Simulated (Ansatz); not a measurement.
# C₂H₅AlClF: one species, many methods

The task here is to estimate one member of a computed series from the others.

Computed with Ansatz 0.2.0, Gaussian basis. Level: functionals in def2-TZVPP, the program's frozen cores in correlated methods.

The runs, in order: PBE-D4, r2SCAN-D4, PBE0-D4, B3LYP-D4, ωB97X-V, ωB97M-V, B2PLYP; CCSD(T)/def2-TZVPP; MP2/def2-QZVPP; extrapolation to the limit.

**The relaxed structure**

All runs share one geometry, relaxed beforehand with PBE0-D4 in a triple-zeta def2 set.

SMILES `[F][AlH][CH2]CCl`, 10 atoms, charge 0, spin multiplicity 1.

Atoms are counted from 1 here; the program's logs count them from 0.

Bond lengths: F1–Al2 1.652 Å, Al2–C3 1.954 Å, Al2–H6 1.577 Å, C3–C4 1.505 Å, C3–H7 1.097 Å, C3–H8 1.097 Å, C4–Cl5 1.801 Å, C4–H9 1.089 Å, C4–H10 1.089 Å. Angles: F1–Al2–C3 117.8°, F1–Al2–H6 117.4°, C3–Al2–H6 124.7°, Al2–C3–C4 115.5°, Al2–C3–H7 107.6°, Al2–C3–H8 107.6°, C4–C3–H7 110.3°, C4–C3–H8 110.3°, H7–C3–H8 105.0°, C3–C4–Cl5 112.4°, C3–C4–H9 112.4°, C3–C4–H10 112.4°, Cl5–C4–H9 105.5°, Cl5–C4–H10 105.5°, H9–C4–H10 108.1°.

The first run:

File in.yaml:

```yaml
crystal:
  periodic: [false, false, false]
  atoms:
    - {symbol: F, position_ang: [-1.799137, 1.836670, 0.230392]}
    - {symbol: Al, position_ang: [-0.786422, 0.970334, 1.207350]}
    - {symbol: C, position_ang: [0.393145, -0.340746, 0.365579]}
    - {symbol: C, position_ang: [0.282598, -0.443797, -1.132154]}
    - {symbol: Cl, position_ang: [1.401429, -1.675386, -1.821094]}
    - {symbol: H, position_ang: [-0.843197, 1.264176, 2.755451]}
    - {symbol: H, position_ang: [0.190781, -1.314386, 0.829476]}
    - {symbol: H, position_ang: [1.422753, -0.095683, 0.655113]}
    - {symbol: H, position_ang: [-0.713685, -0.742741, -1.455100]}
    - {symbol: H, position_ang: [0.534937, 0.490359, -1.632115]}
basis:
  gaussian: {orbitals: def2-TZVPP}
hamiltonian: {xc: pbe, dispersion: d4}
output: {forces: true, orbitals: {seedname: orbitals}}
```

On the command line:

```console
$ ansatz run in.yaml --threads 4 --pin off --events-out ev --progress --plain --max-ram 10444MiB
```

Steps of the session up to this table: PBE-D4 (GGA); r2SCAN-D4 (meta-GGA); PBE0-D4 (hybrid); B3LYP-D4 (hybrid); ωB97X-V (range-separated); ωB97M-V (range-separated); B2PLYP (double hybrid); CCSD(T) in def2-TZVPP; MP2 in def2-QZVPP.

One table of the session follows, with a row left open; its other results are not shown here.

| method | atomisation energy (kJ/mol) |
| --- | --- |
| PBE-D4 | 3662.6 |
| r2SCAN-D4 | 3623.7 |
| PBE0-D4 | 3608.5 |
| B3LYP-D4 | 3593.3 |
| ωB97X-V | 3616.8 |
| ωB97M-V | 3619.8 |
| B2PLYP | 3567.9 |
| HF/def2-TZVPP | 2703.4 |
| MP2/def2-TZVPP | 3599.1 |
| CCSD/def2-TZVPP | 3474.3 |
| CCSD(T)/def2-TZVPP | 3524.6 |
| MP2/CBS | ? |
| CCSD(T)/CBS | 3618.4 |

**Question.** Estimate the row for MP2/CBS.

As computed: atomisation energy (kJ/mol): 3693.0. In the column «atomisation energy (kJ/mol)» it is the highest.
